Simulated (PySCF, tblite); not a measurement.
# C2H6B2Cl2O2: geometry, infrared bands and NMR shifts

What infrared bands and NMR shifts should C2H6B2Cl2O2 (`COB(OC)B(Cl)Cl`) show?

Programs: tblite 0.8.0 and PySCF 2.14.0, with density-fitted response routines of our own. Each step states its level of theory. These are calculated values for one molecule in the gas phase, unless marked as measured. Atoms are numbered from 0 throughout.

## Step 1: The molecule as given

14 atoms, charge 0, multiplicity 1; geometry from: force field or distance geometry start.

Bonds of the start (Å): C0–O1 1.37, O1–B2 1.46, B2–O3 1.47, O3–C4 1.40, B2–B5 1.68, B5–Cl6 1.83, B5–Cl7 1.86, C0–H8 1.11, C0–H9 1.12, C0–H10 1.10, C4–H11 1.11, C4–H12 1.12, C4–H13 1.12.

## Step 2: Geometry optimisation with GFN2-xTB

Job settings and geometry (Å):

```
{"job": {"kind": "relax", "xc": "GFN2-xTB", "basis": "xTB"}, "charge": 0, "multiplicity": 1}
C     -1.862700    -1.184900    -0.041300
O     -0.673800    -0.974900    -0.695300
B      0.064200     0.199300    -0.235700
O      1.443800     0.330600    -0.714700
C      2.352700    -0.231500     0.184400
B     -0.786400     1.639100    -0.115300
Cl    -1.363800     2.283700     1.500700
Cl    -0.438700     2.878000    -1.452200
H     -2.416200    -0.250900     0.197800
H     -2.531700    -1.741200    -0.751300
H     -1.769900    -1.841000     0.841500
H      2.205200     0.122300     1.228300
H      3.375900     0.114900    -0.092300
H      2.400800    -1.344000     0.123000
```

On the command line:

```
$ OMP_NUM_THREADS=1 python probes_run.py task.json out
```

One launch serves the whole session: the jobs run in the order shown.

**Question.** This job is followed by: GFN2-xTB harmonic vibrations, gas phase; GIAO PBE0/pcSseg-1 NMR shielding, non-relativistic, gas phase. What will the session give for the following? strongest single infrared mode (GFN2-xTB); zero-point energy (GFN2-xTB); 13C shifts against TMS (PBE0/pcSseg-1, means over atoms taken as alike); 1H shifts against TMS (PBE0/pcSseg-1, means over atoms taken as alike); 17O shifts against H2O (PBE0/pcSseg-1, means over atoms taken as alike); 11B shifts against BF3·OEt2 (PBE0/pcSseg-1); 35Cl shifts against HCl (PBE0/pcSseg-1, means over atoms taken as alike).

**Answer**, as computed:

| quantity | value |
| --- | --- |
| strongest single infrared mode (GFN2-xTB) | 1244 cm⁻¹, 469 km/mol |
| zero-point energy (GFN2-xTB) | 57.6 kcal/mol |
| 13C shifts against TMS (PBE0/pcSseg-1, means over atoms taken as alike) | 54.9 ppm |
| 1H shifts against TMS (PBE0/pcSseg-1, means over atoms taken as alike) | 3.96 ppm |
| 17O shifts against H2O (PBE0/pcSseg-1, means over atoms taken as alike) | 119.1 ppm |
| 11B shifts against BF3·OEt2 (PBE0/pcSseg-1) | 67.8, 24.6 ppm |
| 35Cl shifts against HCl (PBE0/pcSseg-1, means over atoms taken as alike) | 352 ppm |

**Reading.** The optimisation took 72 steps and gained 1.764 eV; among the close pairs (by a distance rule), B5–Cl7 changed most, from 1.856 to 1.719 Å. All 36 modes are real, so the xTB geometry is a minimum. The strongest single mode, at 1244 cm⁻¹, is carried by B2, O3, O1. GFN2-xTB is a fitted tight-binding method: band positions and strengths are rough. Its intensities can rank the bands wrongly. At PBE0/pcSseg-1: The widest tensor belongs to Cl6, Cl7: span 674 ppm, with a paramagnetic part of -551 ppm.
